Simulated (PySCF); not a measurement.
# C3H6BNO2: the cost of one run

The runs use PySCF 2.14.0, with density-fitted response routines of our own; the level of theory stands in each step. All values are computed, except where a source is named. Atoms count from 0, in the outputs and in this text.

## (1) The starting structure

13 atoms, charge 0, multiplicity 1; geometry from: GFN2-xTB.

Bonds of the start (Å): N0–B1 1.65, B1–C2 1.55, C2–C3 1.21, C3–C4 1.42, C4–O5 1.21, C4–O6 1.35, N0–H7 1.01, N0–H8 1.01, N0–H9 1.01, B1–H10 1.19, B1–H11 1.19, O6–H12 0.97.

## (2) Ultraviolet spectrum: CAM-B3LYP/def2-SVPD

Job settings and geometry (Å):

```
{"job": {"kind": "uv", "xc": "CAM-B3LYP", "basis": "def2-SVPD", "nstates": 8, "ntriplets": 3}, "charge": 0, "multiplicity": 1}
N     -2.297502    -0.219695     0.280110
B     -1.359214     0.537248    -0.851660
C      0.089819     0.256431    -0.385970
C      1.208957     0.015213     0.006337
C      2.488323    -0.317688     0.536808
O      2.667863    -0.984549     1.531795
O      3.507639     0.187646    -0.185864
H     -2.101508     0.193161     1.186249
H     -2.044820    -1.202600     0.296418
H     -3.279527    -0.112222     0.050087
H     -1.601268     0.024753    -1.896619
H     -1.631758     1.693203    -0.806207
H      4.348607    -0.070414     0.220788
```

Level: TDDFT CAM-B3LYP/def2-SVPD, vertical, gas phase, core orbitals frozen in the response.

On the command line:

```console
OMP_NUM_THREADS=1 python probes_run.py task.json out
```

The driver reads the jobs from task.json and runs them one after another.

Q: Estimate the wall time and peak memory of this first job on 1 thread of Arm Neoverse N1, shared host.

About 74 s, with a peak of 0.85 GiB.
